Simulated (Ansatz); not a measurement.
CH5FGeO2, SMILES [CH3][Ge]([OH])([OH])[F], a ladder of methods at one geometry

Computed with the Python package of Ansatz (0.2.0).

The cells in order, each with its output:

**Cell 1**
```python
from pathlib import Path
import warnings

import ansatz
import numpy as np
```

**Cell 2**
```python
warnings.simplefilter("ignore", ansatz.DeckWarning)
```

**Cell 3**
```python
molecule = (
    ansatz.Crystal.molecule()
    .atom("C", (-1.0769, -0.5734, -0.3481))
    .atom("Ge", (0.5136, 0.34, 0.2089))
    .atom("O", (1.2818, -0.6489, 1.452))
    .atom("O", (1.6882, 0.5333, -1.1955))
    .atom("F", (0.1432, 1.9202, 0.8491))
    .atom("H", (-1.805, -0.6243, 0.5084))
    .atom("H", (-0.8607, -1.5272, -0.771))
    .atom("H", (-1.5805, 0.1047, -1.1458))
    .atom("H", (0.6631, -0.6704, 2.2494))
    .atom("H", (1.1161, 1.0949, -1.8043))
)
```

**Cell 4**
```python
calc = molecule.calculation().basis(gaussian="def2-SVP")

print("functional    E (Ha)        dipole (D)   HOMO (eV)  LUMO (eV)")
for name in ["hse06", "blyp", "b3lyp", "revpbe"]:
    r = calc.functional(name).forces().orbitals().run(threads=1, pin="off", runs_dir="runs").report
    lines = Path(r["orbitals_path"]).read_text().splitlines()
    field_of = lambda key: [line.split("=")[1].strip() for line in lines if line.startswith(key)]
    orbitals = [(27.211386 * float(e), s, float(n)) for e, s, n in zip(field_of("Ene="), field_of("Spin="), field_of("Occup="))]
    homo = max(e for e, _, n in orbitals if n > 0.5)
    lumo = min(e for e, _, n in orbitals if n < 0.5)
    dipole = 4.803205 * np.linalg.norm(r["charge_distribution"]["dipole_moment_e_ang"])
    print(f"{name:10s} {r['free_energy_ev'] / 27.211386246:14.6f} {dipole:9.3f} {homo:11.3f} {lumo:10.3f}")
```
Output:
```text
functional    E (Ha)        dipole (D)   HOMO (eV)  LUMO (eV)
hse06        -2367.429251     3.483      -8.267     -0.363
blyp         -2367.996957     3.248      -6.768     -0.934
b3lyp        -2368.048410     3.432      -8.353     -0.336
revpbe       -2367.748965     3.239      -6.869     -0.855
```

Caveats:
- Total energies depend on the basis set; only differences at equal settings carry meaning.
- The geometry is a force-field or estimated start, not a minimum of this method, and the basis set is short of its limit. A lower total doesn't mark the better method: functionals have no common bound, and MP2 and coupled cluster aren't variational.
- b3lyp holds the VWN-RPA fit, as in Gaussian; the form of ORCA and Turbomole is b3lyp5.
- Levels such as HOMO and LUMO are orbital energies: with these approximate functionals they aren't the ionisation energy and electron affinity, and their gap isn't the fundamental gap.
- hse06 follows the composition of plane-wave codes, whose totals differ by tens of mHa, up to about 0.1 Ha, from the form usual in Gaussian-basis programs (wpbeh).
- It ran for 16 s on 1 thread of Arm Neoverse V2, with other jobs on the host, peak memory 0.33 GiB.
